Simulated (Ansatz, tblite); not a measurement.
# Sn(OEt)Me3 (C₅H₁₄OSn): one state, many levels

One table from this session's results is given with a row withheld; the runs are named, their logs left out.

Program: Ansatz 0.2.0, Gaussian basis. Level of theory: as each input shows. These are calculated values, not measurements.

The runs, in order: GFN1-xTB, GFN2-xTB, PBE-D4/def2-TZVP, r2SCAN-D4/def2-TZVP, PBE-QIDH/def2-TZVP, r2SCAN0-D4/def2-TZVP, LC-ωPBE/def2-TZVP, PBE-D4/def2-SVP, PBE0-D4/def2-SVP, MP2/def2-TZVP, RPA/def2-TZVP.

2 further runs of the same task are left out: 2 set aside as unsound or not needed. Runs told in other sessions of the task aren't counted.

### The geometry

The geometry is that of the singlet, from an earlier relaxation (PBE-D4/def2-SVP).

21 atoms, charge 0, spin multiplicity 1.

Bond lengths: C1–C2 1.524 Å, C1–O6 1.411 Å, C1–H8 1.122 Å, C1–H9 1.122 Å, C2–H10 1.110 Å, C2–H11 1.109 Å, C2–H12 1.109 Å, C3–Sn7 2.173 Å, C3–H13 1.108 Å, C3–H14 1.107 Å, C3–H15 1.107 Å, C4–Sn7 2.160 Å, C4–H16 1.107 Å, C4–H17 1.107 Å, C4–H18 1.107 Å, C5–Sn7 2.173 Å, C5–H19 1.108 Å, C5–H20 1.107 Å and more. Angles: C2–C1–O6 109.1°, C2–C1–H8 108.9°, C2–C1–H9 108.9°, O6–C1–H8 112.0°, O6–C1–H9 112.1°, H8–C1–H9 105.7°, C1–C2–H10 111.3°, C1–C2–H11 110.3°, C1–C2–H12 110.2°, H10–C2–H11 108.6°, H10–C2–H12 108.6°, H11–C2–H12 107.8°, Sn7–C3–H13 109.9°, Sn7–C3–H14 110.3°, Sn7–C3–H15 109.4°, H13–C3–H14 109.0°, H13–C3–H15 109.1°, H14–C3–H15 109.1° and more.

Geometry (Å):

```mol
C5H14OSn
  3D, bonds by distance, orders not assigned

 21 20  0  0  0  0  0  0  0  0999 V2000
    0.3813   -0.7886    1.7622 C   0  0
    0.2329   -0.5863    3.2656 C   0  0
    1.9084    0.3711   -1.5544 C   0  0
   -1.1980    2.2273   -1.3398 C   0  0
   -1.2514   -1.3793   -1.6639 C   0  0
   -0.2106    0.3013    1.0894 O   0  0
   -0.1764    0.3657   -0.9418 Sn  0  0
   -0.0914   -1.7660    1.4776 H   0  0
    1.4709   -0.8956    1.5151 H   0  0
    0.6837   -1.4275    3.8318 H   0  0
    0.7286    0.3554    3.5773 H   0  0
   -0.8393   -0.5111    3.5386 H   0  0
    1.9773    0.4517   -2.6574 H   0  0
    2.4063   -0.5632   -1.2299 H   0  0
    2.4252    1.2360   -1.0952 H   0  0
   -1.3740    2.3501   -2.4260 H   0  0
   -0.5852    3.0721   -0.9719 H   0  0
   -2.1697    2.2287   -0.8102 H   0  0
   -1.2873   -1.3695   -2.7713 H   0  0
   -2.2853   -1.3668   -1.2678 H   0  0
   -0.7458   -2.3055   -1.3283 H   0  0
  1  2  8  0
  1  6  8  0
  1  8  8  0
  1  9  8  0
  2 10  8  0
  2 11  8  0
  2 12  8  0
  3  7  8  0
  3 13  8  0
  3 14  8  0
  3 15  8  0
  4  7  8  0
  4 16  8  0
  4 17  8  0
  4 18  8  0
  5  7  8  0
  5 19  8  0
  5 20  8  0
  5 21  8  0
  6  7  8  0
M  END
```

Sn takes a core potential in the def2 sets. No spin-orbit coupling is included.

PBE0-D4/def2-TZVP was run before; its log isn't repeated, and its numbers join the tables.

Set-up of the first run:

Tight binding, by tblite at 300 K electronic temperature and without a spin-polarisation term:

```python
tblite.interface.Calculator('GFN1-xTB', numbers, positions, charge=0, uhf=0).singlepoint()
```

Tight binding, by tblite at 300 K electronic temperature and without a spin-polarisation term:

```python
tblite.interface.Calculator('GFN2-xTB', numbers, positions, charge=0, uhf=0).singlepoint()
```

start.molden holds the orbitals of an earlier run on this state, given as this run's starting guess.

Contents of in.yaml:

```yaml
crystal:
  periodic: [false, false, false]
  atoms:
    - {symbol: C, position_ang: [0.381260, -0.788616, 1.762184]}
    - {symbol: C, position_ang: [0.232879, -0.586300, 3.265612]}
    - {symbol: C, position_ang: [1.908353, 0.371108, -1.554359]}
    - {symbol: C, position_ang: [-1.197992, 2.227289, -1.339773]}
    - {symbol: C, position_ang: [-1.251389, -1.379288, -1.663851]}
    - {symbol: O, position_ang: [-0.210627, 0.301332, 1.089431]}
    - {symbol: Sn, position_ang: [-0.176403, 0.365697, -0.941841]}
    - {symbol: H, position_ang: [-0.091437, -1.766045, 1.477646]}
    - {symbol: H, position_ang: [1.470908, -0.895563, 1.515144]}
    - {symbol: H, position_ang: [0.683713, -1.427549, 3.831833]}
    - {symbol: H, position_ang: [0.728580, 0.355428, 3.577312]}
    - {symbol: H, position_ang: [-0.839291, -0.511108, 3.538594]}
    - {symbol: H, position_ang: [1.977294, 0.451691, -2.657356]}
    - {symbol: H, position_ang: [2.406266, -0.563194, -1.229908]}
    - {symbol: H, position_ang: [2.425207, 1.236039, -1.095190]}
    - {symbol: H, position_ang: [-1.374024, 2.350145, -2.426013]}
    - {symbol: H, position_ang: [-0.585195, 3.072074, -0.971858]}
    - {symbol: H, position_ang: [-2.169726, 2.228678, -0.810207]}
    - {symbol: H, position_ang: [-1.287308, -1.369484, -2.771318]}
    - {symbol: H, position_ang: [-2.285306, -1.366839, -1.267752]}
    - {symbol: H, position_ang: [-0.745753, -2.305526, -1.328339]}
basis:
  gaussian: {orbitals: def2-TZVP, initial_orbitals: start.molden}
hamiltonian: {xc: pbe, dispersion: d4}
scf: {omitted_lower_state_checks: [starts]}
output: {forces: true, orbitals: {seedname: orbitals}}
```

The run is started by

```bash
$ ansatz run in.yaml --threads 4 --pin off --events-out ev --progress --plain --max-ram 4787MiB
```

Steps of the session up to this table: PBE-D4/def2-TZVP; r2SCAN-D4/def2-TZVP; PBE-QIDH/def2-TZVP; r2SCAN0-D4/def2-TZVP; LC-ωPBE/def2-TZVP; PBE-D4/def2-SVP; PBE0-D4/def2-SVP; MP2/def2-TZVP; RPA/def2-TZVP.

One of the session's tables, all rows but one given; the rest of the session is left out.

It belongs to the step «Binding energy». 

| level | binding an atom (eV) |
| --- | --- |
| HF/def2-TZVP | 2.846 |
| PBE-D4/def2-SVP | 3.915 |
| PBE-D4/def2-TZVP | 3.901 |
| r2SCAN-D4/def2-TZVP | 3.846 |
| PBE0-D4/def2-SVP | 3.866 |
| PBE0-D4/def2-TZVP | 3.848 |
| r2SCAN0-D4/def2-TZVP | 3.802 |
| LC-ωPBE/def2-TZVP | ? |
| MP2/def2-TZVP | 3.742 |

Estimate the missing values for LC-ωPBE/def2-TZVP.

The run gave: binding an atom (eV): 3.826. In the column «binding an atom (eV)» it lies between r2SCAN0-D4/def2-TZVP (3.802) and r2SCAN-D4/def2-TZVP (3.846).

Limits of these values: Free atoms were run apart at each level; binding is atoms less cluster, divided by the number of atoms, without zero-point or spin-orbit terms.
